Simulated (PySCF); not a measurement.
# C2H5FOSi: the cost of one run

Programs: PySCF 2.14.0, with density-fitted response routines of our own. Each step states its level of theory. These are calculated values for one molecule in the gas phase, unless marked as measured. Atoms count from 0, in the outputs and in this text.

**1. The starting structure**

10 atoms, charge 0, multiplicity 1; geometry from: PBE0-D3(BJ)/def2-SVP.

Bonds of the start (Å): C0–C1 1.50, C1–O2 1.21, C1–Si3 1.92, Si3–F4 1.63, C0–H5 1.10, C0–H6 1.10, C0–H7 1.10, Si3–H8 1.49, Si3–H9 1.49.

**2. Nuclear shieldings: PBE0/pcSseg-2**

The job: settings as JSON, then the geometry in Å.

```
{"job": {"kind": "nmr", "xc": "PBE0", "basis": "pcSseg-2", "pop": false}, "charge": 0, "multiplicity": 1}
C     -1.483182     0.090024     0.149207
C     -0.238561    -0.061760    -0.673466
O     -0.246818    -0.193275    -1.878570
Si     1.512484    -0.066037     0.121798
F      1.397083     0.158523     1.732371
H     -1.526838    -0.704351     0.912537
H     -2.373704     0.051000    -0.493612
H     -1.451599     1.044564     0.700087
H      2.150665    -1.385170    -0.133968
H      2.308488     1.046435    -0.461084
```

Level: GIAO PBE0/pcSseg-2 NMR shielding, non-relativistic, gas phase.

Started as:

```sh
$ OMP_NUM_THREADS=1 python probes_run.py task.json out
```

This one command runs all jobs of the session in turn.

**Question.** How long does this first job take on 1 thread of Arm Neoverse V2, shared host, and how much memory does it need?

About 21 s, with a peak of 0.99 GiB.
